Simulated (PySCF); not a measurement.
# FeCl3: structure of the sextet

Where does sextet FeCl3 go from a trigonal pyramidal start, is the end point a minimum, and what are its modes, charges and moments?

The runs use PySCF 2.14.0; B3LYP, basis Fe def2-SVP, Cl def2-SVP, no relativity, density fitting.

## Step 1: The system as given

4 atoms, charge 0, spin multiplicity 6.

Bond lengths: Fe1–Cl2 2.150 Å, Fe1–Cl3 2.150 Å, Fe1–Cl4 2.150 Å. Angles: Cl2–Fe1–Cl3 99.8°, Cl2–Fe1–Cl4 99.8°, Cl3–Fe1–Cl4 99.8°.

```xyz
4
charge 0 multiplicity 6
Fe    0.0000    0.0000   -0.6584
Cl    1.8983    0.0000    0.3510
Cl   -0.9492    1.6440    0.3510
Cl   -0.9492   -1.6440    0.3510
```

## Step 2: Relaxation: trigonal pyramidal start, sextet

The steps below are one call of a driver around PySCF. For each, scf.py gives the equivalent set-up of the SCF; relaxations use the driver's own optimiser. Before each start the driver seeks the lowest SCF state from one or more starting densities and follows internal instabilities, so scf.py alone need not reach the same state.

The program finds C3v symmetry in the start, which this walk keeps. The walk stops when the largest gradient is under 0.0003 Eh/bohr and the energy has settled too.

File scf.py:

```python
from pyscf import gto, scf, dft
mol = gto.M(atom='''
Fe    -0.000000    -0.000000    -0.658367
Cl     1.898331     0.000003     0.351033
Cl    -0.949167     1.644001     0.351033
Cl    -0.949163    -1.644004     0.351034''',
    basis={'Fe': 'def2-SVP', 'Cl': 'def2-SVP'},
    charge=0, spin=5)
mf = dft.UKS(mol, xc='B3LYP')
mf.grids.atom_grid = (50, 194)
aux = {'Fe': 'def2-universal-JKFIT', 'Cl': 'def2-universal-JKFIT'}
mf = mf.density_fit(auxbasis=aux)
mf.kernel()
```

The optimiser's trace:

```
step   energy (Eh)  change (kJ/mol)  largest symmetric gradient (Eh/bohr)
   0  -2643.881327             0.00                               0.02808
   1  -2643.894040           -33.38                               0.02338
   2  -2643.906361           -65.73                               0.01907
   3  -2643.910200           -75.81                               0.01366
   4  -2643.911938           -80.37                               0.00901
   5  -2643.913756           -85.14                               0.00326
   6  -2643.914109           -86.07                               0.00118
   7  -2643.914168           -86.22                               0.00021
   8  -2643.914170           -86.23                               0.00007
```

The walk ran for 15 s (4 threads, shared host).

It settles in D3h symmetry, 86.2 kJ/mol below the start, after 8 steps: Fe–Cl 2.154 Å (×3); Cl–Fe–Cl 120.0° (×3).

## Step 3: Frequencies

The point is checked on the finer grid, and tightened if its gradient asks for it. The Hessian and the dipole derivatives come from central differences of analytic gradients, with steps of 0.01 bohr.

Changes to scf.py since step 2:

```diff
@@ -3,4 +3,4 @@
-Fe    -0.000000    -0.000000    -0.658367
-Cl     1.898331     0.000003     0.351033
-Cl    -0.949167     1.644001     0.351033
-Cl    -0.949163    -1.644004     0.351034''',
+Fe     0.000000     0.000000     0.000000
+Cl     2.153772     0.000003    -0.000001
+Cl    -1.076888     1.865220     0.000000
+Cl    -1.076883    -1.865222     0.000001''',
@@ -10 +10 @@
-mf.grids.atom_grid = (50, 194)
+mf.grids.atom_grid = (75, 302)
```

This SCF starts from the last density.

Log of the central SCF (cycles and frontier levels):

```text
init E= -2643.91414034499
[... the frontier-level lines of each cycle are left out ...]
cycle= 1 E= -2643.9141403447  delta_E= 2.86e-10  |g|= 2.65e-05  |ddm|= 2.45e-05
cycle= 2 E= -2643.91414033785  delta_E= 6.85e-09  |g|= 0.000127  |ddm|= 0.000108
cycle= 3 E= -2643.91414034504  delta_E= -7.18e-09  |g|= 1.28e-06  |ddm|= 8.93e-05
cycle= 4 E= -2643.91414034502  delta_E= 1.14e-11  |g|= 5.02e-07  |ddm|= 2.36e-06
Extra cycle  E= -2643.91414034502  delta_E=    0  |g|= 6.15e-07  |ddm|= 2.4e-06
converged SCF energy = -2643.91414034502  <S^2> = 8.7586538  2S+1 = 6.0028839
```

The whole step took 15 s.

Geometry: D3h; Fe–Cl 2.154 Å (×3); Cl–Fe–Cl 120.0° (×3).

Harmonic modes (main isotopes):

```json
{"symmetry": "a2''", "ω (cm⁻¹)": "86", "IR (km/mol)": "22.3", "μ (u)": "46.28"}
{"symmetry": "e'", "ω (cm⁻¹)": "107", "IR (km/mol)": "2.7", "μ (u)": "37.19"}
{"symmetry": "a1'", "ω (cm⁻¹)": "354", "IR (km/mol)": "0.0", "μ (u)": "34.97"}
{"symmetry": "e'", "ω (cm⁻¹)": "462", "IR (km/mol)": "169", "μ (u)": "42.90"}
```

All wavenumbers are real: a minimum.

Properties at this point:

```yaml
Dipole_moment: 0.00 D
Highest_occupied_level: -8.57 eV
Lowest_empty_level: -5.31 eV
Rotational_constants: 0.06928, 0.06928, 0.03464 cm⁻¹
Zero-point_energy: 9.4 kJ/mol
Principal_polarisabilities: 26.9, 76.0, 76.0 bohr³
Atomisation_energy_without_zero-point_energy: 993 kJ/mol
Principal_traceless_quadrupole_moments_about_the_centre_of_mass: -3.83, -3.83, 7.67 D Å
Entropy_at_298.15_K_and_1_bar_electronic_part_spin_only: 346.8 J/(mol K)
Heat_capacity_Cp_at_298.15_K: 75.4 J/(mol K)
Enthalpy_at_298.15_K_above_0_K: 17.97 kJ/mol
Rotational_symmetry_number: 6
Spin_squared_⟨S²⟩: 8.759
```

Charges (e) and bond orders:

```
   atom  Mulliken  Löwdin  polar tensor  spin (Mulliken)  Mayer order to Fe1
    Fe1      0.67    0.29          1.41             4.03                   –
Cl2,3,4     -0.22   -0.10         -0.47             0.32                1.23
```

Outer orbital energies (eV). α occupied: -10.10, -10.10, -9.77, -9.13, -9.13, -9.05, -8.59, -8.59; empty: -0.69, 0.27, 2.20, 4.48. β occupied: -10.54, -10.54, -9.50, -9.50, -9.41, -9.41, -9.21, -8.57; empty: -5.31, -5.23, -5.23, -4.38.

Mulliken populations on Fe1: s 6.50, p 12.76, d 6.07, f 0.00.

## Step 4: Summary of results

| quantity | value |
| --- | --- |
| minimum | sextet, D3h |
| geometry | Fe–Cl 2.154 Å (×3); Cl–Fe–Cl 120.0° (×3) |
| wavenumbers (cm⁻¹) | 86 (a2''), 107 (e'), 354 (a1'), 462 (e') |
| dipole moment | 0.00 D |
| highest occupied, lowest empty level (either spin) | -8.57, -5.31 eV |
| polar-tensor charge of Fe1 | +1.41 e |
| zero-point energy | 9.4 kJ/mol |
| entropy at 298.15 K | 346.8 J/(mol K) |
| atomisation energy (no zero-point energy) | 993 kJ/mol |
| ⟨S²⟩ | 8.759 |

What this shows: From C3v at the start the molecule goes to a D3h minimum. In the infrared the band at 462 cm⁻¹ (e', stretch) leads. The dipole vanishes although Fe1 carries +1.4 e by the polar tensor: the bond dipoles cancel. Most of the spin sits on Fe1 (Mulliken spin 4.03, against 5 for the whole molecule). Other starts or spin states, not run here, may lie lower. Take wavenumbers under 90 cm⁻¹ as rough. One determinant may miss the lowest occupation of an open d or f shell.

The search up to here took 42 s.
